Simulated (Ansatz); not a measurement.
# C2H9BSSi: small, medium and large basis sets

One table from this session's results is given with a row withheld; the runs are named, their logs left out.

Computed with Ansatz 0.2.0, Gaussian basis. Level: one geometry, several basis sets.

The runs, in order: PBE0-D4/def2-SVP; ωB97M-V/def2-SVP; PBE0-D4/def2-QZVPP; ωB97M-V/def2-QZVPP; the functionals' def2-TZVPP values are taken from earlier runs.

### Structure used throughout

All runs share one geometry, relaxed beforehand with PBE0-D4 in a triple-zeta def2 set.

SMILES `BC(C)[SiH2]S`, 14 atoms, charge 0, spin multiplicity 1.

Atoms are counted from 1 here; the program's logs count them from 0.

Bond lengths: B1–C2 1.530 Å, B1–H6 1.198 Å, B1–H7 1.199 Å, C2–C3 1.526 Å, C2–Si4 1.915 Å, C2–H8 1.096 Å, C3–H9 1.093 Å, C3–H10 1.093 Å, C3–H11 1.093 Å, Si4–S5 2.133 Å, Si4–H12 1.486 Å, Si4–H13 1.489 Å, S5–H14 1.344 Å. Angles: C2–B1–H6 120.4°, C2–B1–H7 120.3°, H6–B1–H7 119.0°, B1–C2–C3 119.5°, B1–C2–Si4 95.2°, B1–C2–H8 113.2°, C3–C2–Si4 111.3°, C3–C2–H8 113.0°, Si4–C2–H8 101.8°, C2–C3–H9 111.1°, C2–C3–H10 110.5°, C2–C3–H11 112.7°, H9–C3–H10 107.0°, H9–C3–H11 107.6°, H10–C3–H11 107.6°, C2–Si4–S5 113.4°, C2–Si4–H12 107.1°, C2–Si4–H13 112.1° and more.

Set-up of the first run:

The input, in.yaml:

```yaml
crystal:
  periodic: [false, false, false]
  atoms:
    - {symbol: B, position_ang: [-0.616728, 1.574309, -0.013612]}
    - {symbol: C, position_ang: [-0.362957, 0.148658, 0.479834]}
    - {symbol: C, position_ang: [0.593362, -0.082470, 1.646118]}
    - {symbol: Si, position_ang: [0.387359, -0.473049, -1.169206]}
    - {symbol: S, position_ang: [-1.031308, -1.444104, -2.431995]}
    - {symbol: H, position_ang: [-1.532652, 1.807309, -0.750130]}
    - {symbol: H, position_ang: [0.155844, 2.452910, 0.250322]}
    - {symbol: H, position_ang: [-1.276677, -0.451814, 0.551046]}
    - {symbol: H, position_ang: [1.511524, 0.497396, 1.523979]}
    - {symbol: H, position_ang: [0.134866, 0.237585, 2.585172]}
    - {symbol: H, position_ang: [0.876964, -1.132338, 1.757645]}
    - {symbol: H, position_ang: [1.524730, -1.364852, -0.824303]}
    - {symbol: H, position_ang: [0.899223, 0.645527, -2.007561]}
    - {symbol: H, position_ang: [-1.276651, -2.444368, -1.568410]}
basis:
  gaussian: {orbitals: def2-SVP}
hamiltonian: {xc: pbe0, dispersion: d4}
output: {orbitals: {seedname: orbitals}}
```

Steps of the session up to this table: PBE0-D4 in def2-SVP; ωB97M-V in def2-SVP; PBE0-D4 in def2-QZVPP; ωB97M-V in def2-QZVPP.

One of the session's tables, all rows but one given; the rest of the session is left out.

It belongs to the step «Functionals by basis». 

```
functional       basis  HOMO (eV)
   PBE0-D4    def2-SVP      -7.38
   PBE0-D4  def2-TZVPP      -7.47
   PBE0-D4  def2-QZVPP      -7.49
   ωB97M-V    def2-SVP      -9.52
   ωB97M-V  def2-TZVPP      -9.65
   ωB97M-V  def2-QZVPP          ?
```

Q: Estimate the row for ωB97M-V, def2-QZVPP from the others.

The run gave: HOMO (eV): -9.67. In the column «HOMO (eV)» it is the lowest.
